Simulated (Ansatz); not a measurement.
# ScAl9: the cost of one run

Program: Ansatz 0.2.0. Level of theory: DFT PBE, scalar-relativistic, plane waves, PAW. These are calculated values, not measurements.

## (1) The structure to begin with

The cell holds 20 atoms (Al18Sc2): a = 7.447 Å, b = 6.678 Å, c = 7.103 Å, α = 91.08°, β = 90.86°, γ = 90.21°.

It is the last frame of an earlier stage of the same melt, run at 1070 K.

The coordinates stand in the first input below.

## (2) Stage at 590 K

One k point, a Fermi-Dirac width of 0.051 eV and a fixed cell.

File input.yaml:

```yaml
crystal:
  lattice:
    - [7.446913, -0.0134, -0.054337]
    - [-0.0134, 6.677523, -0.065169]
    - [-0.054337, -0.065169, 7.102243]
  atoms:
    - { symbol: Al, position: [0.4231675803, 0.6661035703, 0.5584540353] }
    - { symbol: Al, position: [0.2724530872, 0.3271981719, 0.3755033272] }
    - { symbol: Al, position: [0.4434394036, 0.925488994, 0.9994945055] }
    - { symbol: Al, position: [0.4563678051, 0.6123585797, 0.1818332105] }
    - { symbol: Al, position: [0.278297529, 0.6058478998, 0.8638633733] }
    - { symbol: Al, position: [0.6890180798, 0.26226596, 0.1394909904] }
    - { symbol: Al, position: [0.757219858, 0.9938525006, 0.760086211] }
    - { symbol: Al, position: [0.2217156219, 0.8813963148, 0.3039140194] }
    - { symbol: Al, position: [0.0359721159, 0.5413447528, 0.1939258351] }
    - { symbol: Al, position: [0.2709991228, 0.2665882228, 0.021709216] }
    - { symbol: Al, position: [0.9354665042, 0.1348443564, 0.4602960932] }
    - { symbol: Al, position: [0.5568439711, 0.3349948105, 0.7976860007] }
    - { symbol: Al, position: [0.9742811344, 0.0258465091, 0.096355595] }
    - { symbol: Al, position: [0.7429319931, 0.6752751369, 0.9596622544] }
    - { symbol: Al, position: [0.9317928964, 0.3650800809, 0.8307014223] }
    - { symbol: Al, position: [0.7169670446, 0.4631204656, 0.4980550533] }
    - { symbol: Al, position: [0.7698809113, 0.8559687602, 0.2766574577] }
    - { symbol: Al, position: [0.5174063302, 0.0638384976, 0.4343340809] }
    - { symbol: Sc, position: [0.0248916169, 0.6781021002, 0.5757416932] }
    - { symbol: Sc, position: [0.2195132762, 0.0310600669, 0.7069449771] }
  symmetry: { detect: false }
basis:
  ecutwfc: 420
  xc_grid: 1
kpoints:
  mp_grid: { grid: [1, 1, 1], shift: [0.25, 0.25, 0.25] }
hamiltonian:
  xc: pbe
scf:
  occupations: { method: fermi_dirac, width: 0.0508 }
  lower_state_search: "off"
  convergence: { dr2_threshold: 1.0e-05 }
output:
  forces: true
  stress: true
md:
  timestep: 3.0
  n_steps: 127
  ensemble: nvt_langevin
  friction: 0.015
  temperature: 590.0
  initial_velocities: maxwell_boltzmann
  seed: 58065
```

Run with:

```console
> ansatz run input.yaml --threads 2 --pin off --max-ram 5120MiB --backend cpu --events-out ev --progress --plain --runs-dir out
```

**Question.** How long does this run take on 2 threads of Intel Xeon at 2.50GHz (Skylake/Cascade Lake), shared host, and how much memory does it need?

About 5 min, with a peak of 0.46 GiB.
